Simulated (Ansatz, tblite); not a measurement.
**The cluster Zn₅+: a ladder of methods and basis sets**

Aim: run the doublet of the cluster Zn₅+ at one geometry on many levels, and compare frontier levels, spin and run time.

Program: Ansatz 0.2.0, Gaussian basis. Level of theory: as each input shows. These are calculated values, not measurements.

Plan: GFN1-xTB, GFN2-xTB, PBE/def2-TZVP, r2SCAN/def2-TZVP, HF/def2-TZVP, revPBE/def2-TZVP, B2PLYP/def2-TZVP, PBE/def2-SVP, PBE0/def2-SVP, HF/STO-3G, MP2/def2-TZVP, RPA/def2-TZVP.

6 further runs of the same task are left out: 6 set aside as unsound or not needed.

## Step 1: The relaxed structure

The doublet was relaxed beforehand with PBE/def2-SVP. At that level it is the lowest of the isomers that a small search found.

5 atoms, charge 1, spin multiplicity 2.

Bond lengths: Zn1–Zn2 2.621 Å, Zn1–Zn3 2.712 Å, Zn1–Zn4 2.621 Å, Zn1–Zn5 2.712 Å, Zn2–Zn3 2.622 Å, Zn2–Zn5 2.621 Å, Zn3–Zn4 2.622 Å, Zn3–Zn5 2.712 Å, Zn4–Zn5 2.621 Å. Angles: Zn2–Zn1–Zn3 58.9°, Zn2–Zn1–Zn4 106.7°, Zn2–Zn1–Zn5 58.8°, Zn3–Zn1–Zn4 58.9°, Zn3–Zn1–Zn5 60.0°, Zn4–Zn1–Zn5 58.8°, Zn1–Zn2–Zn3 62.3°, Zn1–Zn2–Zn5 62.3°, Zn3–Zn2–Zn5 62.3°, Zn1–Zn3–Zn2 58.8°, Zn1–Zn3–Zn4 58.8°, Zn1–Zn3–Zn5 60.0°, Zn2–Zn3–Zn4 106.6°, Zn2–Zn3–Zn5 58.8°, Zn4–Zn3–Zn5 58.8°, Zn1–Zn4–Zn3 62.3°, Zn1–Zn4–Zn5 62.3°, Zn3–Zn4–Zn5 62.3° and more.

The ion is computed in the gas phase, without counter-ions or solvent.

PBE0/def2-TZVP was run before; its log isn't repeated, and its numbers join the tables.

## Step 2: GFN1-xTB

Tight binding, by tblite at 300 K electronic temperature and without a spin-polarisation term:

```python
tblite.interface.Calculator('GFN1-xTB', numbers, positions, charge=1, uhf=1).singlepoint()
```

Energy -104.2207 eV; 0.002 s.

## Step 3: GFN2-xTB

Tight binding, by tblite at 300 K electronic temperature and without a spin-polarisation term:

```python
tblite.interface.Calculator('GFN2-xTB', numbers, positions, charge=1, uhf=1).singlepoint()
```

Energy -64.8252 eV; 0.002 s.

## Step 4: PBE/def2-TZVP

start.molden holds the orbitals of an earlier run on this state, given as this run's starting guess.

File in.yaml:

```yaml
crystal:
  periodic: [false, false, false]
  atoms:
    - {symbol: Zn, position_ang: [1.077793, -1.013727, 0.511119]}
    - {symbol: Zn, position_ang: [1.290585, 1.597727, 0.449093]}
    - {symbol: Zn, position_ang: [-1.063428, 0.578881, 0.993404]}
    - {symbol: Zn, position_ang: [-1.289278, -1.598528, -0.450026]}
    - {symbol: Zn, position_ang: [-0.015681, 0.435647, -1.503590]}
basis:
  gaussian: {orbitals: def2-TZVP, initial_orbitals: start.molden}
total_charge: 1
magnetization: {spin_polarized: true, initial_magnetization: 1}
hamiltonian: {xc: pbe}
scf: {omitted_lower_state_checks: [starts]}
output: {forces: true, orbitals: {seedname: orbitals}}
```

On the command line:

```bash
$ ansatz run in.yaml --threads 4 --pin off --events-out ev --progress --plain --max-ram 4787MiB
```

After this run come: r2SCAN/def2-TZVP; HF/def2-TZVP; revPBE/def2-TZVP; B2PLYP/def2-TZVP; PBE/def2-SVP; PBE0/def2-SVP; HF/STO-3G; MP2/def2-TZVP; RPA/def2-TZVP.

**Question.** What will the summary of the whole plan be? Wanted: gap in def2-TZVP, named functionals and Hartree-Fock, smallest and largest; correlation energy, MP2/def2-TZVP; ⟨S²⟩ in def2-TZVP, named functionals and Hartree-Fock, smallest and largest; PBE0 total energy, smallest basis above largest.

The runs gave:

| quantity | value |
| --- | --- |
| gap in def2-TZVP, named functionals and Hartree-Fock, smallest and largest | 0.67 eV (PBE), 6.65 eV (HF) |
| correlation energy, MP2/def2-TZVP | -56.86 eV |
| ⟨S²⟩ in def2-TZVP, named functionals and Hartree-Fock, smallest and largest | 0.756, 0.862 |
| PBE0 total energy, smallest basis above largest | 34.94 eV (def2-SVP, def2-TZVP) |

In words: Over the named functionals and Hartree-Fock in def2-TZVP the gap runs from 0.67 eV (PBE) to 6.65 eV (HF); exact exchange widens it. Over the named functionals and Hartree-Fock in def2-TZVP spin contamination reaches 0.11 (HF).
